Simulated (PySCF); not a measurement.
# CH7NOSi2: NMR shifts at several levels of theory

Aim: compute the NMR shifts of CH7NOSi2 (`C=N[SiH2]O[SiH3]`) at several levels, and see how far they spread and what each costs.

The runs use PySCF 2.14.0, with density-fitted response routines of our own; the level of theory stands in each step. All values are computed, except where a source is named. Atoms count from 0, in the outputs and in this text.

## Step 1: The starting structure

12 atoms, charge 0, multiplicity 1; geometry from: GFN2-xTB.

Bonds of the start (Å): C0–N1 1.25, N1–Si2 1.73, Si2–O3 1.62, O3–Si4 1.62, C0–H5 1.10, C0–H6 1.09, Si2–H7 1.46, Si2–H8 1.46, Si4–H9 1.46, Si4–H10 1.46, Si4–H11 1.46.

## Step 2: Optimising the geometry at PBE0-D3(BJ)/def2-SVP

Job settings and geometry (Å):

```
{"job": {"xc": "PBE0", "basis": "def2-SVP", "d3": "d3bj", "grid": 1, "kind": "geom"}, "charge": 0, "multiplicity": 1}
C      2.491939     0.821121     0.459112
N      1.407297     0.576136    -0.101265
Si     0.520882    -0.863700    -0.444924
O     -0.998542    -0.590727     0.037404
Si    -2.430144     0.162859     0.048451
H      3.150360     0.069199     0.907316
H      2.841033     1.850185     0.522574
H      0.880278    -2.086910     0.269575
H      0.581513    -0.969541    -1.898993
H     -3.272579    -0.717265     0.855579
H     -2.263322     1.484368     0.649386
H     -2.907519     0.263590    -1.330241
```

Output:

```text
step   0  E = -750.57921909  max force = 0.013039
step   1  E = -750.58612170  max force = 0.002909
step   2  E = -750.58647215  max force = 0.005022
step   3  E = -750.58664513  max force = 0.003101
step   4  E = -750.58693132  max force = 0.002155
step   5  E = -750.58711308  max force = 0.001379
step   6  E = -750.58717507  max force = 0.001322
step   7  E = -750.58724421  max force = 0.001881
step   8  E = -750.58730514  max force = 0.001845
step   9  E = -750.58734805  max force = 0.000848
step  10  E = -750.58736811  max force = 0.000272
step  11  E = -750.58737966  max force = 0.000473
step  12  E = -750.58739631  max force = 0.000503
step  13  E = -750.58741213  max force = 0.000346
step  14  E = -750.58742603  max force = 0.000221
optimisation converged
```

It took 67 s on 1 thread, shared host.

The steps of the relaxation:

```tsv
step	energy from step 0 (eV)	largest force component (eV/Å)
0	0.0000	0.6705
1	-0.1878	0.1496
2	-0.1974	0.2582
3	-0.2021	0.1595
4	-0.2099	0.1108
5	-0.2148	0.0709
6	-0.2165	0.0680
7	-0.2184	0.0967
8	-0.2200	0.0949
9	-0.2212	0.0436
10	-0.2217	0.0140
11	-0.2221	0.0243
12	-0.2225	0.0259
13	-0.2229	0.0178
14	-0.2233	0.0114
```

Close pairs (by a distance rule), those that changed most:

```tsv
bond	before (Å)	after (Å)	change (Å)
O3–Si4	1.618	1.664	+0.046
Si2–O3	1.617	1.651	+0.034
Si2–H7	1.461	1.495	+0.034
Si4–H11	1.462	1.494	+0.032
Si4–H10	1.461	1.492	+0.031
Si2–H8	1.459	1.490	+0.031
Si4–H9	1.461	1.490	+0.029
N1–Si2	1.725	1.752	+0.026
```

The next job starts from the end point, and lists it.

```tsv
at the end point	value
point group (found at 0.08 Å tolerance)	C1
rotational constants (GHz, main isotopes)	6.688, 1.606, 1.374
dipole moment (D)	1.48
```

## Step 3: Shielding tensors: PBE0/cc-pVDZ

Job settings and geometry (Å):

```
{"job": {"kind": "nmr", "xc": "PBE0", "basis": "cc-pVDZ", "pop": true}, "charge": 0, "multiplicity": 1}
C      2.346198     0.824174     0.396459
N      1.272881     0.603678    -0.227975
Si     0.511237    -0.961245    -0.425349
O     -1.043873    -0.835558     0.115429
Si    -2.330251     0.218292     0.070688
H      2.955400     0.041116     0.900102
H      2.750288     1.851146     0.478310
H      1.186348    -2.034760     0.366419
H      0.534374    -1.277551    -1.881054
H     -3.541791    -0.525851     0.516898
H     -2.094070     1.373501     0.985143
H     -2.544589     0.726309    -1.318132
```

With the program's defaults for keys left out, this is: GIAO PBE0/cc-pVDZ NMR shielding, non-relativistic, gas phase.

Output:

```text
coarse grid: 10824 points
cycle   1  E = -750.7532675438  dE =  3.664e-01  |g| = 7.663e-01  |ddm| = 6.053e+00
cycle   2  E = -750.4879419422  dE =  2.653e-01  |g| = 1.364e+00  |ddm| = 2.520e+00
cycle   3  E = -750.8683795115  dE = -3.804e-01  |g| = 7.472e-02  |ddm| = 1.582e+00
cycle   4  E = -750.8695066554  dE = -1.127e-03  |g| = 4.282e-02  |ddm| = 2.169e-01
cycle   5  E = -750.8699599028  dE = -4.532e-04  |g| = 1.282e-02  |ddm| = 8.504e-02
cycle   6  E = -750.8699942609  dE = -3.436e-05  |g| = 4.170e-03  |ddm| = 2.079e-02
cycle   7  E = -750.8699980879  dE = -3.827e-06  |g| = 5.007e-04  |ddm| = 6.666e-03
final grid: 94864 points
cycle   8  E = -750.8840217251  dE = -4.986e-06  |g| = 6.786e-03  |ddm| = 3.181e-02
cycle   9  E = -750.8840085826  dE =  1.314e-05  |g| = 1.054e-02  |ddm| = 2.341e-02
cycle  10  E = -750.8840316962  dE = -2.311e-05  |g| = 1.220e-03  |ddm| = 1.370e-02
cycle  11  E = -750.8840320465  dE = -3.503e-07  |g| = 2.008e-04  |ddm| = 1.935e-03
cycle  12  E = -750.8840320547  dE = -8.177e-09  |g| = 9.400e-05  |ddm| = 3.968e-04
cycle  13  E = -750.8840320566  dE = -1.880e-09  |g| = 2.120e-05  |ddm| = 1.370e-04
cycle  14  E = -750.8840320567  dE = -1.064e-10  |g| = 2.818e-06  |ddm| = 5.015e-05
converged SCF energy = -750.8840320567

GIAO shielding tensors (ppm)
atom      isotropic    diamagn.    paramagn.     s11        s22        s33       span
  0 C       30.644     254.064    -223.420    -59.312      9.986    141.258    200.570
  1 N     -123.912     321.427    -445.339   -487.465   -156.438    272.168    759.633
  2 Si     439.294     884.096    -444.802    404.912    433.232    479.737     74.825
  3 O      318.021     387.332     -69.311    266.752    315.927    371.384    104.632
  4 Si     450.392     880.528    -430.136    415.150    419.945    516.080    100.930
  5 H       22.614      29.816      -7.202     20.682     21.993     25.168      4.486
  6 H       22.717      29.164      -6.446     21.739     22.775     23.638      1.899
  7 H       26.277      30.533      -4.257     23.085     24.532     31.214      8.129
  8 H       26.003      30.095      -4.092     22.951     24.290     30.769      7.819
  9 H       26.262      28.256      -1.995     22.934     24.624     31.227      8.293
 10 H       26.269      29.742      -3.473     22.711     24.935     31.163      8.452
 11 H       26.080      29.168      -3.088     22.997     24.560     30.684      7.687
```

It took 10 s on 1 thread, shared host.

Shifts follow as δ = σ(reference) − σ, with reference shieldings (ppm) from runs at the same level and on the same kind of geometry: 1H TMS 31.29, 13C TMS 196.8, 29Si TMS 418.6, 15N NH3 273.1, 17O H2O 343.3. The references are single molecules in the gas phase, so shifts against H2O, NH3, PH3, H3PO4 or CFCl3 are not on the usual liquid scales and can be off by tens of ppm. Atoms listed in one row are averaged.

```tsv
atoms	environment	σ (ppm)	δ (ppm)
C0	C=N carbon	30.6	166.1
H5	hydrogen on a C=N carbon	22.61	8.68
H6	hydrogen on a C=N carbon	22.72	8.57
H7, H8	hydrogen on a silicon bonded to N, O	26.14	5.15
H9, H10, H11	hydrogen on a silicon bonded to O	26.20	5.09
N1	imine nitrogen	-123.9	397.0
Si2	silicon bonded to N, O, 2 H	439.3	-20.7
Si4	silicon bonded to O, 3 H	450.4	-31.8
O3	oxygen bonded to 2 Si	318.0	25.3
```

Charges from the same density, by scheme (e):

```tsv
atoms	Mulliken	IAO	Hirshfeld	ESP fit
C0	0.07	-0.07	0.03	0.22
N1	-0.31	-0.52	-0.22	-0.48
Si2	0.58	1.07	0.41	0.60
O3	-0.51	-0.85	-0.29	-0.37
Si4	0.45	0.83	0.38	0.36
```

Mayer bond orders: C0–N1 2.02, N1–Si2 1.08, Si2–O3 1.10, O3–Si4 1.06.

## Step 4: NMR shieldings: PBE0/cc-pVTZ

Same as in step 3 but for these lines:

```diff
@@ -1,2 +1,2 @@
-{"job": {"kind": "nmr", "xc": "PBE0", "basis": "cc-pVDZ", "pop": true}, "charge": 0, "multiplicity": 1}
+{"job": {"kind": "nmr", "xc": "PBE0", "basis": "cc-pVTZ", "pop": true}, "charge": 0, "multiplicity": 1}
 C      2.346198     0.824174     0.396459
```

With the program's defaults for keys left out, this is: GIAO PBE0/cc-pVTZ NMR shielding, non-relativistic, gas phase.

Output:

```text
coarse grid: 10824 points
cycle   1  E = -750.8588857902  dE =  3.027e-01  |g| = 8.220e-01  |ddm| = 6.252e+00
cycle   2  E = -750.5647354207  dE =  2.942e-01  |g| = 1.464e+00  |ddm| = 2.357e+00
cycle   3  E = -750.9799660168  dE = -4.152e-01  |g| = 9.204e-02  |ddm| = 1.552e+00
cycle   4  E = -750.9814274596  dE = -1.461e-03  |g| = 5.063e-02  |ddm| = 1.901e-01
cycle   5  E = -750.9819862073  dE = -5.587e-04  |g| = 1.683e-02  |ddm| = 8.034e-02
cycle   6  E = -750.9820399271  dE = -5.372e-05  |g| = 5.332e-03  |ddm| = 2.269e-02
cycle   7  E = -750.9820456357  dE = -5.709e-06  |g| = 7.642e-04  |ddm| = 7.496e-03
final grid: 94864 points
cycle   8  E = -750.9858295613  dE = -2.226e-05  |g| = 7.914e-03  |ddm| = 5.778e-02
cycle   9  E = -750.9858123187  dE =  1.724e-05  |g| = 1.239e-02  |ddm| = 2.423e-02
cycle  10  E = -750.9858411984  dE = -2.888e-05  |g| = 1.344e-03  |ddm| = 1.433e-02
cycle  11  E = -750.9858415754  dE = -3.770e-07  |g| = 2.788e-04  |ddm| = 1.925e-03
cycle  12  E = -750.9858415880  dE = -1.256e-08  |g| = 1.644e-04  |ddm| = 4.607e-04
cycle  13  E = -750.9858415935  dE = -5.537e-09  |g| = 2.480e-05  |ddm| = 2.144e-04
cycle  14  E = -750.9858415937  dE = -1.296e-10  |g| = 4.388e-06  |ddm| = 3.421e-05
converged SCF energy = -750.9858415937

GIAO shielding tensors (ppm)
atom      isotropic    diamagn.    paramagn.     s11        s22        s33       span
  0 C       13.846     251.721    -237.875    -82.495     -5.897    129.928    212.423
  1 N     -151.631     321.876    -473.507   -528.004   -190.978    264.091    792.096
  2 Si     376.572     887.858    -511.286    339.117    370.821    419.777     80.659
  3 O      304.034     375.416     -71.382    261.001    297.302    353.799     92.798
  4 Si     392.551     884.294    -491.743    350.622    355.857    471.173    120.551
  5 H       22.469      29.404      -6.935     20.504     21.950     24.953      4.449
  6 H       22.606      29.162      -6.556     21.542     22.585     23.691      2.149
  7 H       26.187      30.217      -4.030     23.296     24.508     30.756      7.459
  8 H       25.939      30.055      -4.115     23.114     24.378     30.325      7.212
  9 H       26.248      28.071      -1.823     23.258     24.602     30.885      7.628
 10 H       26.207      30.051      -3.845     23.004     24.794     30.822      7.818
 11 H       26.010      29.352      -3.342     23.198     24.369     30.463      7.265
```

It took 32 s on 1 thread, shared host.

Key values: δ C0 173.4, N1 418.4, Si2 -16.6, Si4 -32.6, H5 8.82, H6 8.68 ppm.

## Step 5: NMR shieldings: PBE0/aug-cc-pVDZ

Same as in step 4 but for these lines:

```diff
@@ -1,2 +1,2 @@
-{"job": {"kind": "nmr", "xc": "PBE0", "basis": "cc-pVTZ", "pop": true}, "charge": 0, "multiplicity": 1}
+{"job": {"kind": "nmr", "xc": "PBE0", "basis": "aug-cc-pVDZ", "pop": true}, "charge": 0, "multiplicity": 1}
 C      2.346198     0.824174     0.396459
```

Method: GIAO PBE0/aug-cc-pVDZ NMR shielding, non-relativistic, gas phase.

Output:

```text
coarse grid: 10824 points
cycle   1  E = -750.7691405133  dE =  3.553e-01  |g| = 7.676e-01  |ddm| = 7.919e+00
cycle   2  E = -750.4810067423  dE =  2.881e-01  |g| = 1.400e+00  |ddm| = 3.040e+00
cycle   3  E = -750.8842495795  dE = -4.032e-01  |g| = 7.766e-02  |ddm| = 1.973e+00
cycle   4  E = -750.8854579637  dE = -1.208e-03  |g| = 4.454e-02  |ddm| = 2.877e-01
cycle   5  E = -750.8859413756  dE = -4.834e-04  |g| = 1.378e-02  |ddm| = 9.140e-02
cycle   6  E = -750.8859812386  dE = -3.986e-05  |g| = 4.406e-03  |ddm| = 2.507e-02
cycle   7  E = -750.8859854992  dE = -4.261e-06  |g| = 5.912e-04  |ddm| = 7.478e-03
final grid: 94864 points
cycle   8  E = -750.9000458352  dE = -7.049e-06  |g| = 6.948e-03  |ddm| = 8.447e-02
cycle   9  E = -750.9000305893  dE =  1.525e-05  |g| = 1.109e-02  |ddm| = 2.792e-02
cycle  10  E = -750.9000562316  dE = -2.564e-05  |g| = 1.282e-03  |ddm| = 1.673e-02
cycle  11  E = -750.9000566174  dE = -3.858e-07  |g| = 2.123e-04  |ddm| = 2.209e-03
cycle  12  E = -750.9000566262  dE = -8.848e-09  |g| = 1.066e-04  |ddm| = 4.981e-04
cycle  13  E = -750.9000566287  dE = -2.429e-09  |g| = 2.312e-05  |ddm| = 1.723e-04
cycle  14  E = -750.9000566288  dE = -1.278e-10  |g| = 3.321e-06  |ddm| = 5.889e-05
converged SCF energy = -750.9000566288

GIAO shielding tensors (ppm)
atom      isotropic    diamagn.    paramagn.     s11        s22        s33       span
  0 C       27.673     237.299    -209.626    -64.789      7.071    140.736    205.525
  1 N     -125.071     284.910    -409.980   -479.769   -161.169    265.726    745.495
  2 Si     430.407     888.677    -458.271    393.534    424.513    473.173     79.639
  3 O      314.592     385.127     -70.535    269.832    310.186    363.758     93.926
  4 Si     447.295     886.797    -439.502    404.753    411.845    525.287    120.534
  5 H       22.376      33.366     -10.991     20.367     21.906     24.855      4.488
  6 H       22.445      34.137     -11.692     21.502     22.508     23.324      1.823
  7 H       26.125      29.480      -3.355     23.041     24.470     30.865      7.824
  8 H       25.837      27.965      -2.128     22.837     24.205     30.470      7.632
  9 H       26.238      27.082      -0.844     22.999     24.669     31.045      8.046
 10 H       26.187      28.401      -2.214     22.740     24.845     30.976      8.237
 11 H       25.997      27.898      -1.901     22.883     24.462     30.647      7.763
```

Run time: 20 s. Hardware: 1 thread, shared host.

In short: δ C0 167.4, N1 394.9, Si2 -13.7, Si4 -30.6, H5 9.02, H6 8.95 ppm.

## Step 6: Nuclear shieldings: PBE0/IGLO-III

Same as in step 5 but for these lines:

```diff
@@ -1,2 +1,2 @@
-{"job": {"kind": "nmr", "xc": "PBE0", "basis": "aug-cc-pVDZ", "pop": true}, "charge": 0, "multiplicity": 1}
+{"job": {"kind": "nmr", "xc": "PBE0", "basis": "IGLO-III", "pop": true}, "charge": 0, "multiplicity": 1}
 C      2.346198     0.824174     0.396459
```

Method: GIAO PBE0/IGLO-III NMR shielding, non-relativistic, gas phase.

Output:

```text
coarse grid: 10824 points
cycle   1  E = -750.8634785093  dE =  2.661e-01  |g| = 8.353e-01  |ddm| = 2.408e+00
cycle   2  E = -750.5650205140  dE =  2.985e-01  |g| = 1.479e+00  |ddm| = 1.089e+00
cycle   3  E = -750.9843304790  dE = -4.193e-01  |g| = 1.030e-01  |ddm| = 7.858e-01
cycle   4  E = -750.9860611078  dE = -1.731e-03  |g| = 5.077e-02  |ddm| = 7.725e-02
cycle   5  E = -750.9865699801  dE = -5.089e-04  |g| = 2.012e-02  |ddm| = 3.031e-02
cycle   6  E = -750.9866459988  dE = -7.602e-05  |g| = 5.715e-03  |ddm| = 1.053e-02
cycle   7  E = -750.9866525230  dE = -6.524e-06  |g| = 9.105e-04  |ddm| = 3.831e-03
final grid: 94864 points
cycle   8  E = -750.9948002982  dE = -5.781e-05  |g| = 7.807e-03  |ddm| = 2.562e-02
cycle   9  E = -750.9947846529  dE =  1.565e-05  |g| = 1.177e-02  |ddm| = 9.942e-03
cycle  10  E = -750.9948109610  dE = -2.631e-05  |g| = 1.586e-03  |ddm| = 6.030e-03
cycle  11  E = -750.9948114271  dE = -4.661e-07  |g| = 4.771e-04  |ddm| = 7.823e-04
cycle  12  E = -750.9948114718  dE = -4.468e-08  |g| = 2.223e-04  |ddm| = 2.842e-04
cycle  13  E = -750.9948114814  dE = -9.617e-09  |g| = 3.997e-05  |ddm| = 1.261e-04
cycle  14  E = -750.9948114817  dE = -3.006e-10  |g| = 4.420e-06  |ddm| = 2.064e-05
converged SCF energy = -750.9948114817

GIAO shielding tensors (ppm)
atom      isotropic    diamagn.    paramagn.     s11        s22        s33       span
  0 C        5.544     250.056    -244.512    -92.830    -15.701    125.163    217.994
  1 N     -165.469     327.795    -493.264   -549.000   -207.685    260.278    809.277
  2 Si     373.340     892.879    -519.539    336.856    367.626    415.538     78.682
  3 O      294.961     384.195     -89.233    258.002    285.107    341.775     83.774
  4 Si     386.811     889.090    -502.279    346.243    352.550    461.642    115.399
  5 H       22.539      29.231      -6.691     20.657     22.068     24.894      4.237
  6 H       22.616      28.819      -6.203     21.611     22.647     23.591      1.980
  7 H       26.193      29.860      -3.667     23.403     24.520     30.657      7.254
  8 H       25.905      29.215      -3.310     23.182     24.380     30.152      6.971
  9 H       26.243      28.690      -2.447     23.337     24.648     30.744      7.408
 10 H       26.181      29.778      -3.598     23.072     24.799     30.671      7.599
 11 H       25.975      29.246      -3.270     23.220     24.352     30.354      7.134
```

It took 30 s on 1 thread, shared host.

In short: δ C0 178.2, N1 426.0, Si2 -28.0, Si4 -41.5, H5 8.83, H6 8.76 ppm.

## Step 7: Nuclear shieldings: PBE0/pcSseg-0

Same as in step 6 but for these lines:

```diff
@@ -1,2 +1,2 @@
-{"job": {"kind": "nmr", "xc": "PBE0", "basis": "IGLO-III", "pop": true}, "charge": 0, "multiplicity": 1}
+{"job": {"kind": "nmr", "xc": "PBE0", "basis": "pcSseg-0", "pop": true}, "charge": 0, "multiplicity": 1}
 C      2.346198     0.824174     0.396459
```

Level: GIAO PBE0/pcSseg-0 NMR shielding, non-relativistic, gas phase.

Output:

```text
coarse grid: 10824 points
cycle   1  E = -749.6159806845  dE =  3.226e-01  |g| = 7.753e-01  |ddm| = 3.407e+00
cycle   2  E = -749.3574008923  dE =  2.586e-01  |g| = 1.368e+00  |ddm| = 2.308e+00
cycle   3  E = -749.7324910247  dE = -3.751e-01  |g| = 8.349e-02  |ddm| = 1.657e+00
cycle   4  E = -749.7342244352  dE = -1.733e-03  |g| = 3.581e-02  |ddm| = 1.553e-01
cycle   5  E = -749.7345005038  dE = -2.761e-04  |g| = 1.735e-02  |ddm| = 4.464e-02
cycle   6  E = -749.7345659385  dE = -6.543e-05  |g| = 3.442e-03  |ddm| = 1.764e-02
cycle   7  E = -749.7345685252  dE = -2.587e-06  |g| = 6.126e-04  |ddm| = 4.725e-03
final grid: 94864 points
cycle   8  E = -749.7811400421  dE = -9.213e-06  |g| = 3.886e-03  |ddm| = 1.247e-02
cycle   9  E = -749.7811370687  dE =  2.973e-06  |g| = 5.515e-03  |ddm| = 1.003e-02
cycle  10  E = -749.7811433065  dE = -6.238e-06  |g| = 8.228e-04  |ddm| = 6.039e-03
cycle  11  E = -749.7811434551  dE = -1.486e-07  |g| = 1.268e-04  |ddm| = 7.186e-04
cycle  12  E = -749.7811434576  dE = -2.507e-09  |g| = 7.714e-05  |ddm| = 1.914e-04
cycle  13  E = -749.7811434589  dE = -1.285e-09  |g| = 9.245e-06  |ddm| = 8.985e-05
cycle  14  E = -749.7811434589  dE = -2.296e-11  |g| = 1.143e-06  |ddm| = 1.463e-05
converged SCF energy = -749.7811434589

GIAO shielding tensors (ppm)
atom      isotropic    diamagn.    paramagn.     s11        s22        s33       span
  0 C       10.757     252.422    -241.665    -86.972    -14.238    133.481    220.453
  1 N     -182.284     339.419    -521.703   -647.784   -184.791    285.723    933.507
  2 Si     384.523     877.700    -493.176    327.015    381.363    445.193    118.179
  3 O      362.499     405.817     -43.319    225.704    389.889    471.903    246.199
  4 Si     412.347     876.974    -464.627    360.586    362.775    513.680    153.093
  5 H       23.638      28.436      -4.798     21.202     24.595     25.117      3.915
  6 H       23.543      27.897      -4.354     22.882     23.623     24.124      1.242
  7 H       26.890      29.442      -2.552     22.924     24.942     32.802      9.878
  8 H       26.619      29.145      -2.526     23.442     24.150     32.265      8.823
  9 H       27.255      28.560      -1.305     23.106     25.722     32.936      9.830
 10 H       27.452      29.018      -1.566     23.096     26.306     32.955      9.859
 11 H       27.199      28.727      -1.527     23.775     25.597     32.226      8.450
```

Wall time 5.4 s (1 thread, shared host).

In short: δ C0 182.8, N1 448.3, Si2 -36.0, Si4 -63.8, H6 9.29, H5 9.19 ppm.

## Step 8: Comparing the runs: NMR shifts

Shifts (ppm) of some atoms, chosen among heavy atoms and hydrogens apart, means over like atoms, with basis size and wall time:

```tsv
run	C0	H6	H7	N1	Si2	Si4	O3	functions	time
PBE0/cc-pVDZ	166.1	8.57	5.15	397.0	-20.7	-31.8	25.3	113	10 s
PBE0/cc-pVTZ	173.4	8.68	5.23	418.4	-16.6	-32.6	30.8	256	32 s
PBE0/aug-cc-pVDZ	167.4	8.95	5.41	394.9	-13.7	-30.6	21.3	186	20 s
PBE0/IGLO-III	178.2	8.76	5.32	426.0	-28.0	-41.5	32.2	263	30 s
PBE0/pcSseg-0	182.8	9.29	6.08	448.3	-36.0	-63.8	-24.6	67	5.4 s
```

## Step 9: Results

| quantity | value |
| --- | --- |
| point group | C1 |
| rotational constants (main isotopes) | 6.69, 1.61, 1.37 GHz |
| 13C shifts against TMS (PBE0/cc-pVDZ) | 166.1 ppm |
| 1H shifts against TMS (PBE0/cc-pVDZ, means over atoms taken as alike) | 8.68, 8.57, 5.15, 5.09 ppm |
| 15N shifts against NH3 (PBE0/cc-pVDZ) | 397.0 ppm |
| 29Si shifts against TMS (PBE0/cc-pVDZ) | -20.7, -31.8 ppm |
| 17O shifts against H2O (PBE0/cc-pVDZ) | 25.3 ppm |
| range of the shift of O3 | -24.6 to 32.2 ppm |

**Reading.** Single values in the summary come from the first run of each kind that ended normally (PBE0/cc-pVDZ), which need not be the best level. Over 14 steps the energy fell by 0.223 eV; of the close pairs, O3–Si4 changed most, 1.618 to 1.664 Å. At PBE0/cc-pVDZ: Shielding is most anisotropic at N1 (span 760 ppm, paramagnetic term -445 ppm). Across the 5 runs the shift of O3 moves most, between -24.6 (PBE0/pcSseg-0) and 32.2 ppm (PBE0/IGLO-III).
